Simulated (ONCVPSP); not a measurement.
**An ONCV potential for Nb, from input to tests**

Task: generate the file, and judge it by its errors in other configurations, its logarithmic derivatives, its ghosts and its cutoff.

The numbers are computed with ONCVPSP 4.0.1 (BLYP, scalar-relativistic, spin-unpolarised reference atom).

## Step 1: The design

Typed settings, in words:

```
element                 : niobium (Nb, Z = 41)
type                    : optimised norm-conserving Vanderbilt (ONCV)
frozen core             : [Ar] 3d10
valence charge          : 13
reference configuration : 4s2 4p6 4d4 5s0.75 5p0.25
partial waves           : 4s+5s: rc 2.20 bohr, ncon 3, nbas 6, qcut 4.1 1/bohr, 2 projectors; 4p+5p: rc 1.75 bohr, ncon 4, nbas 9, qcut 8 1/bohr, 2 projectors; 4d: rc 2.50 bohr, ncon 3, nbas 7, qcut 6.7 1/bohr, 3 projectors, debl 1.2 Ha
local potential         : polynomial inside 1.15 bohr (lpopt 2, dvloc0 6 Ha)
core correction         : Teter function, fcfact 4.5, rcfact 1.5
```

## Step 2: Generation

Nb.dat reads:

```
# ATOM AND REFERENCE CONFIGURATION
# atsym  z   nc   nv     iexc    psfile
  Nb 41.00    6    5  -106131      upf
#
#   n    l    f
    1    0    2.00
    2    0    2.00
    2    1    6.00
    3    0    2.00
    3    1    6.00
    3    2   10.00
    4    0    2.00
    4    1    6.00
    4    2    4.00
    5    0    0.75
    5    1    0.25
#
# PSEUDOPOTENTIAL AND OPTIMIZATION
# lmax
    2
#
#   l,   rc,      ep,       ncon, nbas, qcut
    0    2.20    0.00    3    6    4.10
    1    1.75    0.00    4    9    8.00
    2    2.50    0.00    3    7    6.70
#
# LOCAL POTENTIAL
# lloc, lpopt,  rc(5),   dvloc0
    4    2    1.15    6.00
#
# VANDERBILT-KLEINMAN-BYLANDER PROJECTORs
# l, nproj, debl
    0    2    1.30
    1    2    0.70
    2    3    1.20
#
# MODEL CORE CHARGE
# icmod, fcfact, rcfact
    3    4.50    1.50
#
# LOG DERIVATIVE ANALYSIS
# epsh1, epsh2, depsh
   -4.00    5.00    0.02
#
# OUTPUT GRID
# rlmax, drl
    6.00    0.01
#
# TEST CONFIGURATIONS
# ncnf
    4
# nvcnf
#   n    l    f
    5
    4    0    2.00
    4    1    6.00
    4    2    4.00
    5    0    1.00
    5    1    0.00
#
    5
    4    0    2.00
    4    1    6.00
    4    2    4.00
    5    0    0.00
    5    1    0.00
#
    5
    4    0    2.00
    4    1    6.00
    4    2    3.00
    5    0    0.00
    5    1    0.00
#
    5
    4    0    2.00
    4    1    6.00
    4    2    3.00
    5    0    2.00
    5    1    0.00
#
```

Command:

```
oncvpsp.x < Nb.dat > Nb.out
```

Before running it: what results should come out? Wanted: cutoffs for 1 and 0.1 mHa per electron, occupied waves; bound ghosts; GHOST(+) flags; largest test error; largest phase difference near zero energy, channels read; rms error of d²Exc/dn², without and with the model core.

The runs gave:

| quantity | value |
| --- | --- |
| cutoffs for 1 and 0.1 mHa per electron, occupied waves | 18 Ha and 24 Ha |
| bound ghosts | s at -2633.49 eV |
| GHOST(+) flags | none at low energy |
| largest test error (AE − PS) | -2.2 meV, for 4s2 4p6 4d4 5s0 5p0 (1 test unsolved) |
| largest phase difference near zero energy, channels read | 0.006 rad |
| rms error of d²Exc/dn², without and with the model core | 4.14 and 1.66 mHa |

It has a bound ghost (s), a state that the atom doesn't have, and that rules the file out. Close by lies the frozen 2s level (-2631.6 eV). By total energies transferability is very good where solved: the largest error is 2.2 meV on 5.9 eV, for 4s2 4p6 4d4 5s0 5p0. Atomic tests can pass in spite of a ghost, since they solve only for the levels asked. Of the tests 1 gave no usable energy difference, which is a warning in itself. By its cutoff, 18 Ha for the looser tolerance, it is of middling hardness. At the looser tolerance the 4p wave is the slowest; 4d needs 13 Ha. Near zero energy the phases of the channels with partial waves agree within 0.006 rad. All of this concerns the isolated atom, not yet a solid.
